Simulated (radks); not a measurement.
# Ga³⁺ in [Ne] 3s1 3p6 3d10 4d1: an all-electron calculation

What are the levels of the gallium ion Ga3+, how large are its shells, and how does its energy divide?

Method: scalar-relativistic Kohn-Sham, LDA (Slater exchange, VWN5 correlation), spin-polarised, spherical densities, finite nucleus; open shells are filled with parallel spins first. Code: radks (a radial shooting solver on a logarithmic mesh, Libxc functionals) version 1.

## 1. Starting point

- element: gallium (Z = 31)
- charge: +3
- electrons: 28
- configuration: [Ne] 3s1 3p6 3d10 4d1
- nuclear rms radius: 3.9973 fm

Outer shells as boxes (Hund's rule):

Ga³⁺
```
[Ne] core
3s [↑ ]
3p [↑↓][↑↓][↑↓]
3d [↑↓][↑↓][↑↓][↑↓][↑↓]
4d [↑ ][  ][  ][  ][  ]
```

## 2. The run

Input:

```text
Z 31
configuration [Ne] 3s1 3p6 3d10 4d1
relativity scalar-relativistic
functional lda,vwn5
spin polarised
nucleus finite rms 3.9973 fm
c 137.035999084
```

**Question.** What will this run give?

The runs gave:

```
                        quantity                   value
                    total energy     -1932.67954 hartree
exchange-correlation share of it                  3.67 %
                            −T/E                  1.0166
          highest occupied level       4d up, -19.379 eV
    most extended occupied level  4d up, <r> = 2.96 bohr
 radius at density 0.001 e/bohr³               3.97 bohr
    maxima of the radial density                       3
```

4 principal shells are occupied and 3 maxima appear in the radial density; where shells overlap, one shows as a shoulder or not at all. −T/E is 1.017: with relativity the kinetic term as defined here no longer equals −E. This is not the tabulated ground configuration, so its levels and sizes aren't those of the ground state, and no measured value stands beside it.
